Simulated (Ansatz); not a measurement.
The system is Ge2Sb2Te5.

```
Te Sb Ge
1.0
     4.29406    0.00000    0.00000
    -2.14703    3.71877    0.00000
     0.00000    0.00000   17.10135
Te Sb Ge
5 2 2
Direct
  0.66667 0.33333 0.41989
  0.33333 0.66667 0.58011
  0.33333 0.66667 0.20154
  0.66667 0.33333 0.79846
  0.00000 0.00000 0.00000
  0.00000 0.00000 0.32007
  0.00000 0.00000 0.67993
  0.66667 0.33333 0.10290
  0.33333 0.66667 0.89711
```

The cell comes from a database or a generator and needn't be the stable form of this composition.

| Quantity | Value |
| --- | --- |
| Program | Ansatz 0.2.0 |
| Task | relaxation of cell and atoms |
| Functional | PBE |
| Potentials or basis | Ansatz PAW |
| Cutoff | 420 eV (not typed: the program's choice for these potentials) |
| k mesh | 5 × 5 × 2 |
| Occupations | fermi-dirac, width 0.05 eV |
| Spin | no spin polarisation |

At the start: volume 30.34 Å³/atom.

Question: Where does the relaxation end?

Answer: It ends after 8 steps and the volume is 31.73 Å³/atom (+4.6 %); space group P-3m1 (No. 164, to 0.05 Å).

The path:
| step | energy change (eV) | largest force (eV/Å) | volume (Å³) |
| --- | --- | --- | --- |
| 1 | 0.0000 | 0.1175 | 273.09 |
| 2 | -0.0242 | 0.1643 | 277.01 |
| 3 | -0.0425 | 0.1008 | 278.43 |
| 4 | -0.0551 | 0.0277 | 281.48 |
| 5 | -0.0574 | 0.0124 | 283.26 |
| 6 | -0.0581 | 0.0044 | 284.91 |
| 7 | -0.0580 | 0.0035 | 285.58 |
| 8 | -0.0600 | 0.0035 | 285.58 |

Final structure:
```xyz
9
Lattice="4.2867 0.0000 0.0000 -2.1433 3.7124 0.0000 0.0000 0.0000 17.9453" Properties=species:S:1:pos:R:3 pbc="T T T"
Te    2.1433    1.2375    7.1703
Te    0.0000    2.4749   10.7750
Te    0.0000    2.4749    3.4159
Te    2.1433    1.2375   14.5293
Te    0.0000    0.0000    0.0000
Sb    0.0000    0.0000    5.4724
Sb    0.0000    0.0000   12.4729
Ge    2.1433    1.2375    1.7490
Ge    0.0000    2.4749   16.1963
```

Caveat: the plane-wave basis is chosen anew once the cell has moved, so the energies of steps on either side of that aren't comparable; this functional lacks dispersion, which binds the layers, so the pressure and a relaxed spacing across them are unreliable.
